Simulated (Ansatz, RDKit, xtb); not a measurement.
# Isomers of C3H8Ge2, a sample narrowed down

Which of a sample of isomers of C3H8Ge2 is the most stable in the gas at 298.15 K, and what are its properties? The sample is small against all isomers, and the most stable one of this formula need not be in it.

Plan: many cheap relaxations first (GFN2-xTB), then density-functional screening, relaxation at PBE-D3(BJ)/def2-SVP, vibrations (at GFN2-xTB) and a final energy. The numbers are computed, not measured.

### Step 1. Possible bonding patterns

Isomers were taken from a list of plausible structures; this is a sample, not all of them. That gives 6 candidates.

```
label                     SMILES     spin
 c056      C#C[CH]([GeH3])[GeH3]  singlet
 c278     C#[C][GeH2][CH2][GeH3]  singlet
 c752       [GeH3][GeH2][C]1=CC1  singlet
 c764   C=[C]1[CH2][GeH2][GeH2]1  singlet
 c838  C1=[CH][GeH2][GeH2][CH2]1  singlet
 c917         CC#[C][GeH2][GeH3]  singlet
```

Candidates are built by distance geometry, with a force field where one applies, in up to four conformers (letters a to d).

**Question.** With final energies at CCSD(T)/def2-SVP + MP2/def2-TZVPP - MP2/def2-SVP, which structure will this search put lowest in free energy, and by what margin?

| quantity | value |
| --- | --- |
| lowest structure found | C1=[CH][GeH2][GeH2][CH2]1, singlet |
| next finalist | C=[C]1[CH2][GeH2][GeH2]1, singlet, 16.3 kcal/mol higher in G |
| share at equilibrium, among the finalists | 100.0 % |

The lowest structure found is `C1=[CH][GeH2][GeH2][CH2]1`. Among the finalists first place is clear (16.3 kcal/mol); structures outside the list aren't covered. GFN2-xTB, HF/STO-3G, r2SCAN-D4/def2-SVP, PBE-D3(BJ)/def2-SVP, HF/def2-SVP and MP2/def2-SVP already put its bonding pattern lowest among the structures in one piece. Lowest found is not proven lowest: the search is finite, and each finalist counts with one conformer. Only 6 drawn patterns were tried, so whole families of isomers are missing, and the result ranks this sample alone. The lowest isomer need not be the one that is made and kept in a bottle, which depends on barriers.
